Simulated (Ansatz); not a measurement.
**CH₅FSSi: a ladder of functionals and wavefunction methods**

The task here is to estimate one member of a computed series from the others.

The runs use Ansatz 0.2.0, Gaussian basis; functionals in def2-TZVPP, the program's frozen cores in correlated methods.

The runs, in order: LDA (SPW92), PBE-D4, revPBE-D4, BLYP-D4, r2SCAN-D4, B97M-V, PBE0-D4, B3LYP-D4, r2SCANh-D4, r2SCAN0-D4, HSE06-D4, BHLYP-D4, CAM-B3LYP-D4, LC-ωPBE, ωB97X-V, ωB97M-V, B2PLYP, PBE-QIDH; CCSD(T)/def2-SVP; CCSD(T)/def2-TZVPP; CCSD(T)/def2-QZVPP; extrapolation to the limit; RPA on PBE.

**The relaxed structure**

All runs share one geometry, relaxed beforehand with PBE0-D4 in a triple-zeta def2 set.

SMILES `C[SiH](F)S`, 9 atoms, charge 0, spin multiplicity 1.

Atoms are counted from 1 here; the program's logs count them from 0.

Bond lengths: C1–Si2 1.851 Å, C1–H5 1.092 Å, C1–H6 1.093 Å, C1–H7 1.093 Å, Si2–F3 1.602 Å, Si2–S4 2.125 Å, Si2–H8 1.481 Å, S4–H9 1.344 Å. Angles: Si2–C1–H5 110.4°, Si2–C1–H6 110.9°, Si2–C1–H7 110.3°, H5–C1–H6 108.4°, H5–C1–H7 108.7°, H6–C1–H7 108.1°, C1–Si2–F3 107.5°, C1–Si2–S4 112.7°, C1–Si2–H8 113.7°, F3–Si2–S4 110.8°, F3–Si2–H8 107.4°, S4–Si2–H8 104.8°, Si2–S4–H9 94.5°.

Coordinates:

```mol
CH5FSSi
  3D, bonds by distance, orders not assigned

  9  8  0  0  0  0  0  0  0  0999 V2000
   -0.2355    0.4684   -1.0330 C   0  0
    0.5274   -0.5596    0.3044 Si  0  0
    1.9298    0.1125    0.6876 F   0  0
   -0.7188   -0.7302    2.0169 S   0  0
   -1.1765    0.0251   -1.3650 H   0  0
   -0.4386    1.4816   -0.6778 H   0  0
    0.4399    0.5379   -1.8895 H   0  0
    0.8032   -1.9562   -0.1029 H   0  0
   -1.0423    0.5743    2.0421 H   0  0
  1  2  8  0
  2  3  8  0
  2  4  8  0
  1  5  8  0
  1  6  8  0
  1  7  8  0
  2  8  8  0
  4  9  8  0
M  END
```

Set-up of the first run:

Input file in.yaml:

```yaml
crystal:
  periodic: [false, false, false]
  atoms:
    - {symbol: C, position_ang: [-0.235463, 0.468409, -1.033024]}
    - {symbol: Si, position_ang: [0.527368, -0.559642, 0.304382]}
    - {symbol: F, position_ang: [1.929778, 0.112451, 0.687620]}
    - {symbol: S, position_ang: [-0.718757, -0.730238, 2.016880]}
    - {symbol: H, position_ang: [-1.176503, 0.025076, -1.364951]}
    - {symbol: H, position_ang: [-0.438589, 1.481577, -0.677812]}
    - {symbol: H, position_ang: [0.439874, 0.537863, -1.889451]}
    - {symbol: H, position_ang: [0.803196, -1.956197, -0.102851]}
    - {symbol: H, position_ang: [-1.042304, 0.574302, 2.042106]}
basis:
  gaussian: {orbitals: def2-TZVPP}
hamiltonian: {xc: lda}
output: {orbitals: {seedname: orbitals}}
```

Started as:

```sh
ansatz run in.yaml --threads 2 --pin off --events-out ev --progress --plain --max-ram 32768MiB --backend cpu
```

Among the steps run: LDA; PBE-D4 (GGA); revPBE-D4 (GGA); BLYP-D4 (GGA); r2SCAN-D4 (meta-GGA); B97M-V (meta-GGA); PBE0-D4 (hybrid); B3LYP-D4 (hybrid); r2SCANh-D4 (hybrid); r2SCAN0-D4 (hybrid); HSE06-D4 (hybrid); BHLYP-D4 (hybrid); CAM-B3LYP-D4 (range-separated); LC-ωPBE (range-separated); ωB97X-V (range-separated); ωB97M-V (range-separated); B2PLYP (double hybrid); PBE-QIDH (double hybrid).

One of the session's tables, all rows but one given; the rest of the session is left out.

It belongs to the step «Frontier levels by functional». 

| functional | HOMO (eV) | LUMO (eV) | gap (eV) |
| --- | --- | --- | --- |
| LDA (SPW92) | -6.66 | -0.75 | 5.91 |
| PBE-D4 | -6.53 | -0.59 | 5.94 |
| revPBE-D4 | -6.48 | -0.52 | 5.96 |
| BLYP-D4 | -6.35 | -0.53 | 5.82 |
| r2SCAN-D4 | -6.82 | -0.21 | 6.61 |
| B97M-V | -6.92 | -0.40 | 6.51 |
| PBE0-D4 | ? | ? | ? |
| B3LYP-D4 | -7.52 | 0.05 | 7.57 |
| r2SCANh-D4 | -7.28 | 0.12 | 7.40 |
| r2SCAN0-D4 | -7.98 | 0.60 | 8.57 |
| HSE06-D4 | -7.38 | -0.04 | 7.34 |
| BHLYP-D4 | -8.88 | 1.19 | 10.07 |
| CAM-B3LYP-D4 | -9.12 | 1.33 | 10.45 |
| LC-ωPBE | -10.56 | 2.62 | 13.17 |
| ωB97X-V | -10.18 | 2.43 | 12.61 |
| ωB97M-V | -10.01 | 2.13 | 12.14 |

Q: Estimate the row for PBE0-D4 from the others.

**Answer.** HOMO (eV): -7.79; LUMO (eV): 0.34; gap (eV): 8.13. In the column «HOMO (eV)» it lies between r2SCAN0-D4 (-7.98) and B3LYP-D4 (-7.52).
